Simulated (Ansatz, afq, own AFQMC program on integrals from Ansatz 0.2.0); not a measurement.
# GeH₄O (triplet): AFQMC on the coupled-cluster ladder at distance Ge1–H5 along a hydrogen transfer = 1.697 Å, cc-pVTZ

How near does AFQMC come to the top of the ladder for GeH₄O (triplet)?

Method: cc-pVTZ, frozen cores; program: Ansatz 0.2.0, Gaussian basis, and an in-house AFQMC program (afq) on its integrals; all values are calculated.

The runs, in order: CCSD(T) on UHF; CCSD(T) on UHF; PBE (unrestricted); CCSD(T) on UHF; r2SCAN (unrestricted); PBE0 (unrestricted); B3LYP (unrestricted); wB97M-V (unrestricted); B2PLYP (unrestricted); Phaseless AFQMC, CISD trial on UHF.

10 further runs of the same task are left out: 1 that didn't finish, 9 set aside as unsound or not needed.

### Step 1. The system

The geometry derives from fragments relaxed apart (PBE0/def2-TZVP) and kept rigid, so it is no stationary point. A hydrogen atom is moved between rigid fragments. No spin-orbit coupling is included. The filled d shell of Ge may be among the frozen orbitals whatever the setting's name suggests; the logs give the count.

6 atoms, charge 0, spin multiplicity 3.

Atoms are counted from 1 here; the program's logs count them from 0.

Bond lengths: Ge1–H2 1.534 Å, Ge1–H3 1.534 Å, Ge1–H4 1.534 Å, Ge1–H5 1.697 Å, H5–O6 1.208 Å. Angles: H2–Ge1–H3 109.5°, H2–Ge1–H4 109.5°, H2–Ge1–H5 109.5°, H3–Ge1–H4 109.5°, H3–Ge1–H5 109.5°, H4–Ge1–H5 109.5°, Ge1–H5–O6 180.0°.

Coordinates:

```xyz
6
charge 0, multiplicity 3
Ge   -0.5033    0.0000    0.0000
H    -1.0148    1.4466    0.0000
H    -1.0148   -0.7233    1.2528
H    -1.0148   -0.7233   -1.2528
H     1.1937    0.0000    0.0000
O     2.4017    0.0000    0.0000
```

### Step 2. CCSD(T) on UHF

File in.yaml:

```yaml
crystal:
  periodic: [false, false, false]
  atoms:
    - {symbol: Ge, position_ang: [-0.503309, 0.000000, 0.000000]}
    - {symbol: H, position_ang: [-1.014759, 1.446599, 0.000000]}
    - {symbol: H, position_ang: [-1.014758, -0.723300, 1.252792]}
    - {symbol: H, position_ang: [-1.014759, -0.723299, -1.252792]}
    - {symbol: H, position_ang: [1.193691, 0.000000, 0.000000]}
    - {symbol: O, position_ang: [2.401691, 0.000000, 0.000000]}
basis:
  gaussian: {orbitals: cc-pVTZ}
magnetization: {spin_polarized: true, initial_magnetization: 2}
correlation: {method: ccsd_t, electrons: outside_noble_gas, hamiltonian_folder: ham}
```

Run with:

```console
$ ansatz run in.yaml --threads 1 --pin off --events-out ev --progress --plain --max-ram 16896MiB --backend cuda --devices 0, --max-vram 18GiB
```

The program printed, shortened:

```text
Functional definition: HF
  name "HF"
  cite "Fock, Z. Phys. 61, 126 (1930) doi:10.1007/BF01340294"
  parent pbe
[...]
765 factors; integrals over basis functions are off by at most 1.4e-3 eV
[...]
mean field -58572.22555730 eV, -2152.4895875505 hartree, gradient 3.0e-6 eV, S^2 2.047848; 10 other end points of the search recorded, 0 dependent functions left out
determinant -58572.22555730 eV, -2152.4895875505 hartree, with singles and doubles -58582.12783238 eV, -2152.8534894475 hartree
determinant -58570.43047765 eV, -2152.4236195900 hartree, with singles and doubles -58579.81638098 eV, -2152.7685451753 hartree
determinant -58566.53799609 eV, -2152.2805735312 hartree, with singles and doubles -58576.80714813 eV, -2152.6579579080 hartree
15 core orbitals not correlated: weight in the atoms' cores, before any rotation towards them, 0.999 or more for the frozen orbitals, at most 0.000 for the correlated occupied ones
reference -58572.22555730 eV, -2152.4895875505 hartree; 8, 6 occupied and 106, 108 virtual orbitals, 765 factors
second order -8.60218694 eV of doubles, -0.00000000 eV of singles
cycle   1  -9.74989656 eV  change   -9.9e-1 eV  update   2.2e-2
[...]
cycle   9  -9.77820205 eV  change    6.2e-6 eV  update   1.0e-5
perturbative correction -0.27587729 eV, -0.0101383033 hartree
Total energy: -58582.27963664 eV, -2152.8590681513 hartree
```

It took 15 s on 1 × NVIDIA H100 80GB HBM3 with 1 thread of AMD EPYC 7R13 (Zen 3), shared host; peak host memory 2.1 GiB.

From the report: ⟨S²⟩ of the determinant 2.048 (pure triplet: 2.00); correlation -10.0541 eV; T1 0.020; largest double amplitude 0.03.

This run also writes the integrals to the folder ham.

### Step 3. CCSD(T) on UHF

in.yaml: that of step 2 with these lines changed.

```diff
@@ -10,4 +10,4 @@
 basis:
-  gaussian: {orbitals: cc-pVTZ}
+  gaussian: {orbitals: def2-TZVPP}
 magnetization: {spin_polarized: true, initial_magnetization: 2}
-correlation: {method: ccsd_t, electrons: outside_noble_gas, hamiltonian_folder: ham}
+correlation: {method: ccsd_t, electrons: outside_noble_gas}
```

Launched as before.

The program printed, shortened:

```text
Functional definition: HF
  name "HF"
  cite "Fock, Z. Phys. 61, 126 (1930) doi:10.1007/BF01340294"
  parent pbe
[...]
825 factors; integrals over basis functions are off by at most 1.4e-3 eV
[...]
mean field -58571.26834081 eV, -2152.4544104931 hartree, gradient 3.5e-6 eV, S^2 2.048526; 6 other end points of the search recorded, 0 dependent functions left out
determinant -58571.26834081 eV, -2152.4544104931 hartree, with singles and doubles -58581.16397606 eV, -2152.8180683813 hartree
determinant -58569.46425807 eV, -2152.3881116752 hartree, with singles and doubles -58578.82277422 eV, -2152.7320308004 hartree
15 core orbitals not correlated: weight in the atoms' cores, before any rotation towards them, 0.999 or more for the frozen orbitals, at most 0.000 for the correlated occupied ones
reference -58571.26834081 eV, -2152.4544104931 hartree; 8, 6 occupied and 112, 114 virtual orbitals, 825 factors
second order -8.58653788 eV of doubles, -0.00000000 eV of singles
cycle   1  -9.74469089 eV  change   -9.5e-1 eV  update   2.2e-2
[...]
cycle   9  -9.77142079 eV  change    6.4e-6 eV  update   9.0e-6
perturbative correction -0.27600636 eV, -0.0101430465 hartree
Total energy: -58581.31576796 eV, -2152.8236466304 hartree
```

It took 9 s on 1 × NVIDIA H100 80GB HBM3 with 1 thread of AMD EPYC 7R13 (Zen 3), shared host; peak host memory 2.1 GiB.

From the report: ⟨S²⟩ of the determinant 2.049 (pure triplet: 2.00); correlation -10.0474 eV; T1 0.021; largest double amplitude 0.03.

### Step 4. PBE (unrestricted)

in.yaml: that of step 3 with these lines changed.

```diff
@@ -10,4 +10,5 @@
 basis:
-  gaussian: {orbitals: def2-TZVPP}
+  gaussian: {orbitals: cc-pVTZ}
 magnetization: {spin_polarized: true, initial_magnetization: 2}
-correlation: {method: ccsd_t, electrons: outside_noble_gas}
+hamiltonian: {xc: {name: PBE}}
+output: {orbitals: {seedname: orbitals}}
```

Run with:

```console
$ ansatz run in.yaml --threads 1 --pin off --events-out ev --progress --plain --max-ram 5632MiB --backend cpu
```

The program printed:

```text
Functional definition: PBE
  name "PBE"
  cite "Perdew, Burke & Ernzerhof, Phys. Rev. Lett. 77, 3865 (1996) doi:10.1103/PhysRevLett.77.3865"
  parent pbe
  parameter kappa = 0.804
  parameter beta = 0.06672455060314922
  exchange = pbe_x(kappa = kappa, mu = beta*pi^2/3)
  correlation = pbe_c(beta = beta)
764 factors; their error is unknown
mean field evaluation 1: about -58614.8638 eV, gradient 2.4e1 eV
mean field evaluation 2: about -58602.9159 eV, gradient 5.2e1 eV
mean field evaluation 4: about -58616.6830 eV, gradient 2.8e0 eV
mean field evaluation 8: about -58616.7294 eV, gradient 1.6e-1 eV
mean field evaluation 16: about -58616.7195 eV, gradient 2.3e-4 eV
mean field evaluation 32: about -58616.7195 eV, gradient 1.6e-2 eV
mean field evaluation 64: about -58616.7195 eV, gradient 1.3e-4 eV
mean field -58616.71953069 eV, -2154.1247109135 hartree, gradient 7.7e-6 eV, S^2 2.004795; 3 other end points of the search recorded, 0 dependent functions left out
reference -58616.71956586 eV, -2154.1247122058 hartree; 23, 21 occupied and 106, 108 virtual orbitals, 764 factors
Total energy: -58616.71956586 eV, -2154.1247122058 hartree
```

Run time: 28 s. Hardware: 1 thread of AMD EPYC 7R13 (Zen 3), shared host; peak memory 2.1 GiB.

From the report: ⟨S²⟩ of the determinant 2.005 (pure triplet: 2.00).

### Step 5. CCSD(T) on UHF

in.yaml: that of step 4 with these lines changed.

```diff
@@ -10,5 +10,4 @@
 basis:
-  gaussian: {orbitals: cc-pVTZ}
+  gaussian: {orbitals: "def2-QZVPP.json"}
 magnetization: {spin_polarized: true, initial_magnetization: 2}
-hamiltonian: {xc: {name: PBE}}
-output: {orbitals: {seedname: orbitals}}
+correlation: {method: ccsd_t, electrons: outside_noble_gas}
```

Run with:

```console
$ ansatz run in.yaml --threads 1 --pin off --events-out ev --progress --plain --max-ram 16896MiB --backend cuda --devices 0, --max-vram 18GiB
```

The program printed, shortened:

```text
Functional definition: HF
  name "HF"
  cite "Fock, Z. Phys. 61, 126 (1930) doi:10.1007/BF01340294"
  parent pbe
[...]
1676 factors; integrals over basis functions are off by at most 9.8e-4 eV
[...]
mean field -58572.52020596 eV, -2152.5004156888 hartree, gradient 1.8e-6 eV, S^2 2.049527; 9 other end points of the search recorded, 0 dependent functions left out
determinant -58572.52020596 eV, -2152.5004156888 hartree, with singles and doubles -58583.13055681 eV, -2152.8903388906 hartree
determinant -58570.70487522 eV, -2152.4337035147 hartree, with singles and doubles -58580.75082489 eV, -2152.8028853556 hartree
15 core orbitals not correlated: weight in the atoms' cores, before any rotation towards them, 0.999 or more for the frozen orbitals, at most 0.000 for the correlated occupied ones
reference -58572.52020596 eV, -2152.5004156888 hartree; 8, 6 occupied and 243, 245 virtual orbitals, 1676 factors
second order -9.27920604 eV of doubles, -0.00000000 eV of singles
cycle   1  -10.32457601 eV  change    -1.2e0 eV  update   2.7e-2
[...]
cycle   9  -10.36531833 eV  change    7.1e-6 eV  update   1.2e-5
perturbative correction -0.32317585 eV, -0.0118764936 hartree
Total energy: -58583.20870014 eV, -2152.8932106052 hartree
```

Wall time 22 s (1 × NVIDIA H100 80GB HBM3 with 1 thread of AMD EPYC 7R13 (Zen 3), shared host); peak host memory 2.1 GiB.

From the report: ⟨S²⟩ of the determinant 2.050 (pure triplet: 2.00); correlation -10.6885 eV; T1 0.022; largest double amplitude 0.03.

### Step 6. r2SCAN (unrestricted)

in.yaml: that of step 5 with these lines changed.

```diff
@@ -10,4 +10,4 @@
 basis:
-  gaussian: {orbitals: "def2-QZVPP.json"}
+  gaussian: {orbitals: cc-pVTZ}
 magnetization: {spin_polarized: true, initial_magnetization: 2}
-correlation: {method: ccsd_t, electrons: outside_noble_gas}
+hamiltonian: {xc: {name: r2SCAN}}
```

Run with:

```console
$ ansatz run in.yaml --threads 1 --pin off --events-out ev --progress --plain --max-ram 5632MiB --backend cpu
```

The program printed, shortened:

```text
Functional definition: r2SCAN
  name "r2SCAN"
  cite "Furness, Kaplan, Ning, Perdew & Sun, J. Phys. Chem. Lett. 11, 8208 (2020) doi:10.1021/acs.jpclett.0c02405"
  cite "Furness, Kaplan, Ning, Perdew & Sun, J. Phys. Chem. Lett. 11, 9248 (2020) doi:10.1021/acs.jpclett.0c03077"
  parent r2scan
[...]
764 factors; their error is unknown
[...]
mean field -58626.50458563 eV, -2154.4843050498 hartree, gradient 2.3e-6 eV, S^2 2.010775; 6 other end points of the search recorded, 0 dependent functions left out
reference -58626.50459847 eV, -2154.4843055218 hartree; 23, 21 occupied and 106, 108 virtual orbitals, 764 factors
Total energy: -58626.50459847 eV, -2154.4843055218 hartree
```

It took 53 s on 1 thread of AMD EPYC 7R13 (Zen 3), shared host; peak memory 2.1 GiB.

From the report: ⟨S²⟩ of the determinant 2.011 (pure triplet: 2.00).

### Step 7. PBE0 (unrestricted)

in.yaml: that of step 6 with these lines changed.

```diff
@@ -12,2 +12,3 @@
 magnetization: {spin_polarized: true, initial_magnetization: 2}
-hamiltonian: {xc: {name: r2SCAN}}
+hamiltonian: {xc: {name: PBE0}}
+output: {orbitals: {seedname: orbitals}}
```

Same command.

The program printed:

```text
Functional definition: PBE0
  name "PBE0"
  cite "Adamo & Barone, J. Chem. Phys. 110, 6158 (1999) doi:10.1063/1.478522"
  cite "Perdew, Burke & Ernzerhof, Phys. Rev. Lett. 77, 3865 (1996) doi:10.1103/PhysRevLett.77.3865"
  parent pbe
  parameter a = 0.25
  parameter kappa = 0.804
  parameter beta = 0.06672455060314922
  exchange = (1 - a)*pbe_x(kappa = kappa, mu = beta*pi^2/3) + a*exact_x
  correlation = pbe_c(beta = beta)
821 factors; their error is unknown
mean field evaluation 1: about -58616.9592 eV, gradient 1.8e1 eV
mean field evaluation 2: about -58615.9676 eV, gradient 2.4e1 eV
mean field evaluation 4: about -58618.0701 eV, gradient 9.0e-1 eV
mean field evaluation 8: about -58618.2790 eV, gradient 2.8e-2 eV
mean field evaluation 16: about -58618.2790 eV, gradient 9.4e-5 eV
mean field evaluation 32: about -58618.2790 eV, gradient 8.5e-6 eV
mean field -58618.27902505 eV, -2154.1820212739 hartree, gradient 8.5e-6 eV, S^2 2.010332; 1 other end points of the search recorded, 0 dependent functions left out
reference -58618.27905153 eV, -2154.1820222472 hartree; 23, 21 occupied and 106, 108 virtual orbitals, 821 factors
Total energy: -58618.27905153 eV, -2154.1820222472 hartree
```

It took 19 s on 1 thread of AMD EPYC 7R13 (Zen 3), shared host; peak memory 2.1 GiB.

From the report: ⟨S²⟩ of the determinant 2.010 (pure triplet: 2.00).

### Step 8. B3LYP (unrestricted)

in.yaml: that of step 7 with these lines changed.

```diff
@@ -12,3 +12,2 @@
 magnetization: {spin_polarized: true, initial_magnetization: 2}
-hamiltonian: {xc: {name: PBE0}}
-output: {orbitals: {seedname: orbitals}}
+hamiltonian: {xc: {name: B3LYP}}
```

The command is unchanged.

The program printed, shortened:

```text
Functional definition: B3LYP
  name "B3LYP"
  cite "Stephens, Devlin, Chabalowski & Frisch, J. Phys. Chem. 98, 11623 (1994) doi:10.1021/j100096a001"
  cite "Becke, Phys. Rev. A 38, 3098 (1988) doi:10.1103/PhysRevA.38.3098"
  cite "Lee, Yang & Parr, Phys. Rev. B 37, 785 (1988) doi:10.1103/PhysRevB.37.785"
  cite "Vosko, Wilk & Nusair, Can. J. Phys. 58, 1200 (1980) doi:10.1139/p80-159"
[...]
821 factors; their error is unknown
[...]
mean field -58629.21249862 eV, -2154.5838190168 hartree, gradient 4.3e-6 eV, S^2 2.008376; 3 other end points of the search recorded, 0 dependent functions left out
reference -58629.21271598 eV, -2154.5838270044 hartree; 23, 21 occupied and 106, 108 virtual orbitals, 821 factors
Total energy: -58629.21271598 eV, -2154.5838270044 hartree
```

It took 40 s on 1 thread of AMD EPYC 7R13 (Zen 3), shared host; peak memory 2.1 GiB.

From the report: ⟨S²⟩ of the determinant 2.008 (pure triplet: 2.00).

### Step 9. wB97M-V (unrestricted)

in.yaml: that of step 8 with these lines changed.

```diff
@@ -12,2 +12,3 @@
 magnetization: {spin_polarized: true, initial_magnetization: 2}
-hamiltonian: {xc: {name: B3LYP}}
+hamiltonian: {xc: {name: wB97M-V}}
+output: {orbitals: {seedname: orbitals}}
```

Launched as before.

The program printed, shortened:

```text
Functional definition: wB97M-V
  name "wB97M-V"
  cite "Mardirossian & Head-Gordon, J. Chem. Phys. 144, 214110 (2016) doi:10.1063/1.4952647"
  cite "Becke, J. Chem. Phys. 107, 8554 (1997) doi:10.1063/1.475007"
  cite "Vydrov & Van Voorhis, J. Chem. Phys. 133, 244103 (2010) doi:10.1063/1.3521275"
  # Of w^i u^j: cxij and so on, Table III.
[...]
  gx(w, u) = 1 - cx + cx01*u + cx10*w
  gss(w, u) = css00 + css04*u^4 + css10*w + css20*w^2 + css43*w^4*u^3
  gos(w, u) = cos00 + cos10*w + (cos20 + cos21*u)*w^2 + (cos60 + cos61*u)*w^6
[...]
      + integral(e_c_pw_mod_opposite_spin*gos(b97_w_opposite, b97_u_opposite)) + vv10(b, c)
814 factors; their error is unknown
181 factors; integrals over basis functions are off by at most 2.4e-5 eV
[...]
mean field -58623.34400154 eV, -2154.3681557267 hartree, gradient 3.0e-6 eV, S^2 2.010871; 3 other end points of the search recorded, 0 dependent functions left out
reference -58623.34404466 eV, -2154.3681573114 hartree; 23, 21 occupied and 106, 108 virtual orbitals, 814 factors
Total energy: -58623.34404466 eV, -2154.3681573114 hartree
```

Wall time 2.4 min (1 thread of AMD EPYC 7R13 (Zen 3), shared host); peak memory 2.1 GiB.

From the report: ⟨S²⟩ of the determinant 2.011 (pure triplet: 2.00).

### Step 10. B2PLYP (unrestricted)

in.yaml: that of step 9 with these lines changed.

```diff
@@ -12,3 +12,3 @@
 magnetization: {spin_polarized: true, initial_magnetization: 2}
-hamiltonian: {xc: {name: wB97M-V}}
-output: {orbitals: {seedname: orbitals}}
+hamiltonian: {xc: {name: B2PLYP}}
+correlation: {electrons: outside_noble_gas}
```

Same command.

The program printed, shortened:

```text
Functional definition: B2PLYP
  name "B2PLYP"
  cite "Grimme, J. Chem. Phys. 124, 034108 (2006) doi:10.1063/1.2148954"
  cite "Becke, Phys. Rev. A 38, 3098 (1988) doi:10.1103/PhysRevA.38.3098"
  cite "Lee, Yang & Parr, Phys. Rev. B 37, 785 (1988) doi:10.1103/PhysRevB.37.785"
[...]
765 factors; integrals over basis functions are off by at most 1.4e-3 eV
[...]
mean field -58612.01741147 eV, -2153.9519112194 hartree, gradient 1.3e-10 eV, S^2 2.020383; 5 other end points of the search recorded, 0 dependent functions left out
15 core orbitals not correlated: weight in the atoms' cores, before any rotation towards them, 0.999 or more for the frozen orbitals, at most 0.001 for the correlated occupied ones
reference -58612.01754910 eV, -2153.9519162770 hartree; 8, 6 occupied and 106, 108 virtual orbitals, 765 factors
second order -10.60171581 eV of doubles, -0.00000000 eV of singles
Total energy: -58614.88001237 eV, -2154.0571098619 hartree
```

Wall time 71 s (1 thread of AMD EPYC 7R13 (Zen 3), shared host); peak memory 2.1 GiB.

From the report: ⟨S²⟩ of the determinant 2.020 (pure triplet: 2.00).

### Step 11. Phaseless AFQMC, CISD trial on UHF

It reads the integrals that the CCSD(T) run on this determinant wrote.

Run with:

```console
$ afq ham --method phaseless --trial cisd --walkers 600 --populations 10 --least-time 60 --time-step 0.005 --steps-per-block 50 --equilibration-blocks 28 --max-blocks 4000 --target-error 0.00022 --factor-cut 1e-05 --start spin_pure --seed 7838 --release-times 0.24,0.51,0.99,1.62,2.4 --release-step 0.03 --release-every 3 --taylor-order 6
```

The program printed:

```text
orbitals 114  electrons 8 6  factors 720 of 765
reference energy -2152.48958755 Eh
CCSD correlation -0.35934258 Eh in 12 cycles, weight of the determinant in the CISD state 0.8659
energy of the start -2152.846333 Eh
 block  time / (1/Eh)  mean weight  energy / Eh
     1     0.250  1.0000  -2152.843915
     2     0.500  0.9994  -2152.847570
     3     0.750  0.9991  -2152.851009
     4     1.000  1.0004  -2152.855237
     5     1.250  1.0000  -2152.853316
     6     1.500  0.9994  -2152.856719
     7     1.750  1.0000  -2152.856766
     8     2.000  1.0024  -2152.861538
     9     2.250  1.0002  -2152.859879
    10     2.500  1.0000  -2152.861332
    13     3.250  1.0014  -2152.860071
    17     4.250  1.0015  -2152.864184
    21     5.250  0.9999  -2152.858906
    25     6.250  0.9984  -2152.857299
    29     7.250  1.0004  -2152.859688
    33     8.250  0.9986  -2152.859983
    37     9.250  0.9989  -2152.858014
    41    10.250  1.0007  -2152.858175
    45    11.250  1.0001  -2152.857874
    49    12.250  1.0001  -2152.859977
    53    13.250  1.0017  -2152.859810
    57    14.250  1.0008  -2152.859595
    61    15.250  0.9998  -2152.860739
    65    16.250  1.0009  -2152.861043
    69    17.250  0.9994  -2152.861549
    73    18.250  0.9995  -2152.863808
    77    19.250  0.9992  -2152.860280
    81    20.250  1.0006  -2152.859661
    85    21.250  0.9970  -2152.861331
    89    22.250  0.9993  -2152.859957
    93    23.250  0.9989  -2152.861313
    97    24.250  1.0009  -2152.860277
   101    25.250  0.9995  -2152.858220
   105    26.250  1.0002  -2152.860461
   109    27.250  1.0019  -2152.862053
   113    28.250  1.0014  -2152.861942
   117    29.250  1.0019  -2152.863092
   121    30.250  0.9991  -2152.860924
   125    31.250  1.0000  -2152.859136
   129    32.250  1.0025  -2152.861110
   133    33.250  1.0005  -2152.860683
   137    34.250  1.0005  -2152.856366
   141    35.250  0.9992  -2152.857008
   145    36.250  0.9990  -2152.862592
   149    37.250  0.9999  -2152.859090
   153    38.250  0.9974  -2152.859900
   157    39.250  1.0009  -2152.860591
   161    40.250  1.0020  -2152.862725
   165    41.250  0.9994  -2152.860860
   169    42.250  1.0013  -2152.857544
   173    43.250  0.9987  -2152.860074
error from the spread of 10 populations
released: time / (1/Eh)  energy / Eh  error  mean overlap
  0.24  -2152.860341  0.000199  0.9966
  0.51  -2152.860569  0.000170  0.9924
  0.99  -2152.860750  0.000262  0.9840
  1.62  -2152.861163  0.000293  0.9712
  2.40  -2152.861378  0.000354  0.9284
energy -2152.859956 +/- 0.000262 Eh
```

Wall time 5.1 min (1 × NVIDIA H100 80GB HBM3 with 2 threads of AMD EPYC 7R13 (Zen 3), shared host); peak host memory 2.1 GiB.

Energy -58582.3038 ± 0.0071 eV. Caveats: constraint bias not in the error.

### Step 12. AFQMC on the ladder

On the UHF determinant, counted from CCSD(T) (a yardstick, not exact):

| level | energy (eV) | from CCSD(T) (meV) | statistical error (meV) | time |
| --- | --- | --- | --- | --- |
| HF | -58572.2256 | +10054.1 |  |  |
| MP2 | -58580.8277 | +1451.9 |  |  |
| CCSD | -58582.0038 | +275.9 |  |  |
| CCSD(T) | -58582.2796 | 0.0 |  |  |
| Phaseless AFQMC, CISD trial, step 0.005, 600 walkers | -58582.3038 | -24.2 | 7.1 | 5.1 min |

The functionals' totals stand on their own zeros and serve differences with other points: PBE -58616.720 eV; r2SCAN -58626.505 eV; PBE0 -58618.279 eV; B3LYP -58629.213 eV; wB97M-V -58623.344 eV; B2PLYP -58614.880 eV.

### Step 13. Summary of results

```
                                       quantity            value
Phaseless AFQMC, CISD trial on UHF from CCSD(T)  -24.2 ± 7.1 meV
```

On UHF the phaseless walk with the CISD trial lies -24.2 meV from CCSD(T), 3 times its error bar. Error bars are statistical and leave out the constraint, the time step and what remains of the start.
